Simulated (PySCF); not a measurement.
# GaCl₄−: NMR shieldings

Aim: compute the NMR shieldings of GaCl₄− (`[Cl][Ga-]([Cl])([Cl])[Cl]`).

Programs: PySCF 2.14.0, with routines of our own; each step states its level. All values are computed. Atoms count from 0.

3 further runs of the same task are left out: 3 for a basis unfit for spin-orbit shieldings.

## 1. The system as given

5 atoms, charge -1, multiplicity 1; geometry from: GFN2-xTB.

## 2. NMR shieldings: PBE/pcSseg-1 Ga:x2c-TZVPall-2c, spin-free

The job: settings as JSON, then the geometry in Å.

```
{"job": {"xc": "PBE", "basis": {"default": "pcSseg-1", "Ga": "x2c-TZVPall-2c"}, "rel": "sf", "kind": "hnmr"}, "charge": -1, "multiplicity": 1}
Ga     0.000430    -0.000430    -0.000240
Cl     0.010330    -0.016710     2.171130
Cl     2.044070     0.010770    -0.733200
Cl    -1.031040     1.775940    -0.704760
Cl    -1.023790    -1.769570    -0.732920
```

Level: PBE/pcSseg-1 Ga:x2c-TZVPall-2c GIAO NMR shielding, spin-free X2C, Gaussian nuclei, gas phase.

Launch:

```sh
$ OMP_NUM_THREADS=1 python heavy_run.py task.json out
```

The driver reads the jobs from task.json and runs them one after another.

Log:

```text
spin-free SCF
coarse grid: 32680 points
cycle   1  E = -3788.8098980588  dE =  2.932e-01  |g| = 1.014e+00  |ddm| = 2.237e+00
cycle   2  E = -3788.5695929009  dE =  2.403e-01  |g| = 1.790e+00  |ddm| = 1.763e+00
cycle   3  E = -3788.9449941892  dE = -3.754e-01  |g| = 1.558e-01  |ddm| = 1.104e+00
cycle   4  E = -3788.9510493338  dE = -6.055e-03  |g| = 5.098e-02  |ddm| = 2.313e-01
cycle   5  E = -3788.9516085036  dE = -5.592e-04  |g| = 8.755e-03  |ddm| = 5.086e-02
cycle   6  E = -3788.9516260792  dE = -1.758e-05  |g| = 2.523e-03  |ddm| = 1.019e-02
cycle   7  E = -3788.9516271486  dE = -1.069e-06  |g| = 2.075e-04  |ddm| = 2.006e-03
final grid: 60280 points
cycle   8  E = -3788.9517031931  dE = -6.502e-08  |g| = 4.026e-04  |ddm| = 1.117e-03
cycle   9  E = -3788.9517031698  dE =  2.333e-08  |g| = 6.922e-04  |ddm| = 4.596e-04
cycle  10  E = -3788.9517032053  dE = -3.545e-08  |g| = 4.690e-05  |ddm| = 2.867e-04
cycle  11  E = -3788.9517032057  dE = -4.384e-10  |g| = 1.156e-05  |ddm| = 5.135e-05
converged SCF energy = -3788.9517032057
check of the scalar solution
cycle   1  E = -3788.9517032057  dE = -3.789e+03  |FDS-SDF| = 1.156e-05
cycle   2  E = -3788.9517032056  dE =  8.549e-11  |FDS-SDF| = 2.393e-05
converged, E = -3788.9517032056

Field gradients (au) and densities at the nuclei (bohr^-3)
atom        Vxx        Vyy        Vzz        centre      nuclear mean
  0 Ga     0.0003     0.0013    -0.0016      25197.801      25186.346
  1 Cl    -0.9450    -0.9453     1.8904       2816.788       2816.736
  2 Cl    -0.9451    -0.9455     1.8906       2816.788       2816.737
  3 Cl    -0.9445    -0.9455     1.8900       2816.788       2816.737
  4 Cl    -0.9447    -0.9458     1.8905       2816.788       2816.737
without picture change
  0 Ga                          -0.0017                     36140.655

Core orbital energies (eV)
atom   shell        mean    spread
  0 Ga 1s       -10216.982   0.000
  0 Ga 2s        -1258.709   0.000
  0 Ga 3s         -144.505   0.000
  0 Ga 2p        -1095.505   0.000
  0 Ga 3p          -95.302   0.000
  0 Ga 3d          -15.759   0.159
  1 Cl 1s        -2743.917   0.000
  1 Cl 2s         -246.501   0.000
  1 Cl 3s          -15.564   0.000
  1 Cl 2p         -185.569   0.166
  2 Cl 1s        -2743.920   0.000
  2 Cl 2s         -246.503   0.000
  2 Cl 3s          -15.567   0.000
  2 Cl 2p         -185.572   0.166
  3 Cl 1s        -2743.917   0.000
  3 Cl 2s         -246.500   0.000
  3 Cl 3s          -15.563   0.000
  3 Cl 2p         -185.569   0.166
  4 Cl 1s        -2743.919   0.000
  4 Cl 2s         -246.502   0.000
  4 Cl 3s          -15.565   0.000
  4 Cl 2p         -185.571   0.166

Shielding tensors (ppm)
atom      isotropic    diamagn.    paramagn.     s11        s22        s33       span
  0 Ga     1419.26     2650.22    -1230.96    1418.94    1419.23    1419.63       0.69
  1 Cl      872.95     1141.84     -268.89     789.92     789.95    1038.99     249.07
  2 Cl      873.12     1141.84     -268.72     790.14     790.22    1039.00     248.87
  3 Cl      872.90     1141.84     -268.94     789.81     789.89    1038.99     249.18
  4 Cl      873.04     1141.84     -268.80     789.95     790.09    1039.07     249.12
```

Wall time 7.9 s (1 thread of AMD EPYC 9R45, shared host); peak memory 0.72 GiB.

## 3. NMR shieldings: PBE/pcSseg-1 Ga:x2c-TZVPall-2c in water, spin-free

The job: settings as JSON, then the geometry in Å.

```
{"job": {"xc": "PBE", "basis": {"default": "pcSseg-1", "Ga": "x2c-TZVPall-2c"}, "rel": "sf", "solvent": "water", "kind": "hnmr"}, "charge": -1, "multiplicity": 1}
Ga     0.000430    -0.000430    -0.000240
Cl     0.010330    -0.016710     2.171130
Cl     2.044070     0.010770    -0.733200
Cl    -1.031040     1.775940    -0.704760
Cl    -1.023790    -1.769570    -0.732920
```

Method: PBE/pcSseg-1 Ga:x2c-TZVPall-2c GIAO NMR shielding, spin-free X2C, Gaussian nuclei, IEF-PCM water.

Log:

```text
spin-free SCF
coarse grid: 32680 points
cycle   1  E = -3788.8812683322  dE =  2.223e-01  |g| = 1.019e+00  |ddm| = 2.235e+00
cycle   2  E = -3788.6449714422  dE =  2.363e-01  |g| = 1.792e+00  |ddm| = 1.780e+00
cycle   3  E = -3789.0217146762  dE = -3.767e-01  |g| = 1.204e-01  |ddm| = 1.087e+00
cycle   4  E = -3789.0251476510  dE = -3.433e-03  |g| = 4.248e-02  |ddm| = 1.839e-01
cycle   5  E = -3789.0254337118  dE = -2.861e-04  |g| = 1.881e-03  |ddm| = 3.213e-02
cycle   6  E = -3789.0254339840  dE = -2.722e-07  |g| = 9.967e-04  |ddm| = 2.847e-03
final grid: 60280 points
cycle   7  E = -3789.0255093844  dE =  3.949e-07  |g| = 1.850e-03  |ddm| = 2.955e-03
cycle   8  E = -3789.0255078672  dE =  1.517e-06  |g| = 3.694e-03  |ddm| = 4.409e-03
cycle   9  E = -3789.0255101089  dE = -2.242e-06  |g| = 3.199e-04  |ddm| = 2.486e-03
cycle  10  E = -3789.0255101319  dE = -2.302e-08  |g| = 1.158e-05  |ddm| = 2.936e-04
cycle  11  E = -3789.0255101319  dE = -1.546e-11  |g| = 1.777e-06  |ddm| = 1.322e-05
converged SCF energy = -3789.0255101319
check of the scalar solution
cycle   1  E = -3789.0255101319  dE = -3.789e+03  |FDS-SDF| = 1.777e-06
cycle   2  E = -3789.0255101319  dE =  3.638e-12  |FDS-SDF| = 1.822e-06
converged, E = -3789.0255101319

Field gradients (au) and densities at the nuclei (bohr^-3)
atom        Vxx        Vyy        Vzz        centre      nuclear mean
  0 Ga     0.0003     0.0014    -0.0017      25197.845      25186.391
  1 Cl    -0.9306    -0.9309     1.8616       2816.802       2816.750
  2 Cl    -0.9305    -0.9315     1.8620       2816.802       2816.751
  3 Cl    -0.9297    -0.9314     1.8612       2816.802       2816.750
  4 Cl    -0.9302    -0.9318     1.8620       2816.802       2816.751
without picture change
  0 Ga                          -0.0018                     36140.719

Core orbital energies (eV)
atom   shell        mean    spread
  0 Ga 1s       -10221.037   0.000
  0 Ga 2s        -1262.766   0.000
  0 Ga 3s         -148.563   0.000
  0 Ga 2p        -1099.562   0.000
  0 Ga 3p          -99.360   0.000
  0 Ga 3d          -19.819   0.157
  1 Cl 1s        -2747.993   0.000
  1 Cl 2s         -250.577   0.000
  1 Cl 3s          -19.645   0.000
  1 Cl 2p         -189.646   0.163
  2 Cl 1s        -2747.996   0.000
  2 Cl 2s         -250.579   0.000
  2 Cl 3s          -19.648   0.000
  2 Cl 2p         -189.648   0.163
  3 Cl 1s        -2747.993   0.000
  3 Cl 2s         -250.576   0.000
  3 Cl 3s          -19.644   0.000
  3 Cl 2p         -189.645   0.163
  4 Cl 1s        -2747.994   0.000
  4 Cl 2s         -250.578   0.000
  4 Cl 3s          -19.645   0.000
  4 Cl 2p         -189.646   0.163

Shielding tensors (ppm)
atom      isotropic    diamagn.    paramagn.     s11        s22        s33       span
  0 Ga     1413.25     2650.62    -1237.37    1412.88    1413.22    1413.66       0.78
  1 Cl      870.83     1141.78     -270.95     787.61     787.64    1037.23     249.61
  2 Cl      870.96     1141.78     -270.81     787.79     787.88    1037.22     249.43
  3 Cl      870.78     1141.78     -271.00     787.51     787.60    1037.22     249.71
  4 Cl      870.88     1141.78     -270.89     787.60     787.75    1037.29     249.69
```

It took 7.8 s on 1 thread of AMD EPYC 9R45, shared host; peak memory 0.74 GiB.

## 4. NMR shieldings: PBE/pcSseg-1 Ga:x2c-TZVPall-2c in dichloromethane, spin-free

The job: settings as JSON, then the geometry in Å.

```
{"job": {"xc": "PBE", "basis": {"default": "pcSseg-1", "Ga": "x2c-TZVPall-2c"}, "rel": "sf", "solvent": "dichloromethane", "kind": "hnmr"}, "charge": -1, "multiplicity": 1}
Ga     0.000430    -0.000430    -0.000240
Cl     0.010330    -0.016710     2.171130
Cl     2.044070     0.010770    -0.733200
Cl    -1.031040     1.775940    -0.704760
Cl    -1.023790    -1.769570    -0.732920
```

Method: PBE/pcSseg-1 Ga:x2c-TZVPall-2c GIAO NMR shielding, spin-free X2C, Gaussian nuclei, IEF-PCM dichloromethane.

Log:

```text
spin-free SCF
coarse grid: 32680 points
cycle   1  E = -3788.8740491808  dE =  2.294e-01  |g| = 1.019e+00  |ddm| = 2.235e+00
cycle   2  E = -3788.6358666647  dE =  2.382e-01  |g| = 1.793e+00  |ddm| = 1.777e+00
cycle   3  E = -3789.0137830519  dE = -3.779e-01  |g| = 1.249e-01  |ddm| = 1.091e+00
cycle   4  E = -3789.0175166644  dE = -3.734e-03  |g| = 4.351e-02  |ddm| = 1.906e-01
cycle   5  E = -3789.0178408755  dE = -3.242e-04  |g| = 1.901e-03  |ddm| = 3.500e-02
cycle   6  E = -3789.0178415318  dE = -6.563e-07  |g| = 6.875e-04  |ddm| = 2.517e-03
final grid: 60280 points
cycle   7  E = -3789.0179173700  dE = -3.101e-08  |g| = 9.533e-04  |ddm| = 1.524e-03
cycle   8  E = -3789.0179172934  dE =  7.657e-08  |g| = 1.217e-03  |ddm| = 1.388e-03
cycle   9  E = -3789.0179174850  dE = -1.916e-07  |g| = 3.465e-05  |ddm| = 8.002e-04
cycle  10  E = -3789.0179174852  dE = -2.046e-10  |g| = 2.003e-05  |ddm| = 5.059e-05
converged SCF energy = -3789.0179174852
check of the scalar solution
cycle   1  E = -3789.0179174852  dE = -3.789e+03  |FDS-SDF| = 2.003e-05
cycle   2  E = -3789.0179174851  dE =  1.537e-10  |FDS-SDF| = 3.776e-05
converged, E = -3789.0179174851

Field gradients (au) and densities at the nuclei (bohr^-3)
atom        Vxx        Vyy        Vzz        centre      nuclear mean
  0 Ga     0.0002     0.0015    -0.0017      25197.839      25186.385
  1 Cl    -0.9335    -0.9338     1.8672       2816.800       2816.748
  2 Cl    -0.9332    -0.9342     1.8675       2816.800       2816.748
  3 Cl    -0.9321    -0.9345     1.8665       2816.800       2816.748
  4 Cl    -0.9326    -0.9347     1.8673       2816.800       2816.748
without picture change
  0 Ga                          -0.0018                     36140.710

Core orbital energies (eV)
atom   shell        mean    spread
  0 Ga 1s       -10220.627   0.000
  0 Ga 2s        -1262.356   0.000
  0 Ga 3s         -148.153   0.000
  0 Ga 2p        -1099.152   0.000
  0 Ga 3p          -98.949   0.000
  0 Ga 3d          -19.409   0.158
  1 Cl 1s        -2747.579   0.000
  1 Cl 2s         -250.162   0.000
  1 Cl 3s          -19.230   0.000
  1 Cl 2p         -189.231   0.163
  2 Cl 1s        -2747.581   0.000
  2 Cl 2s         -250.165   0.000
  2 Cl 3s          -19.233   0.000
  2 Cl 2p         -189.234   0.163
  3 Cl 1s        -2747.579   0.000
  3 Cl 2s         -250.162   0.000
  3 Cl 3s          -19.230   0.000
  3 Cl 2p         -189.231   0.163
  4 Cl 1s        -2747.580   0.000
  4 Cl 2s         -250.163   0.000
  4 Cl 3s          -19.231   0.000
  4 Cl 2p         -189.232   0.163

Shielding tensors (ppm)
atom      isotropic    diamagn.    paramagn.     s11        s22        s33       span
  0 Ga     1414.00     2650.57    -1236.57    1413.62    1413.96    1414.42       0.80
  1 Cl      871.07     1141.79     -270.71     787.91     787.93    1037.38     249.47
  2 Cl      871.24     1141.79     -270.55     788.12     788.21    1037.39     249.27
  3 Cl      871.06     1141.79     -270.73     787.85     787.95    1037.38     249.53
  4 Cl      871.17     1141.79     -270.62     787.95     788.10    1037.46     249.51
```

Run time: 7.3 s. Hardware: 1 thread of AMD EPYC 9R45, shared host; peak memory 0.74 GiB.

## 5. Shieldings side by side

```csv
run,Ga0,Cl2,Cl4,Cl1,Cl3,time
"step 2, PBE/pcSseg-1 Ga:x2c-TZVPall-2c, spin-free",1419.3,873.1,873.0,873.0,872.9,7.9 s
"step 3, PBE/pcSseg-1 Ga:x2c-TZVPall-2c in water, spin-free",1413.3,871.0,870.9,870.8,870.8,7.8 s
"step 4, PBE/pcSseg-1 Ga:x2c-TZVPall-2c in dichloromethane, spin-free",1414.0,871.2,871.2,871.1,871.1,7.3 s
```

## 6. Outcome

```
                                                                         quantity                                                       value
                   shieldings (step 2, PBE/pcSseg-1 Ga:x2c-TZVPall-2c, spin-free)  Ga0 1419.3, Cl1 873.0, Cl2 873.1, Cl3 872.9, Cl4 873.0 ppm
          shieldings (step 3, PBE/pcSseg-1 Ga:x2c-TZVPall-2c in water, spin-free)  Ga0 1413.3, Cl1 870.8, Cl2 871.0, Cl3 870.8, Cl4 870.9 ppm
shieldings (step 4, PBE/pcSseg-1 Ga:x2c-TZVPall-2c in dichloromethane, spin-free)  Ga0 1414.0, Cl1 871.1, Cl2 871.2, Cl3 871.1, Cl4 871.2 ppm
```

A continuum can't give the shift that close solvent molecules cause at an ion. Ga0 moves most between the runs, by 6 ppm; the labels say what changes from run to run. The geometry comes from tight binding, which is rough for metal atoms, and these values hang on it.
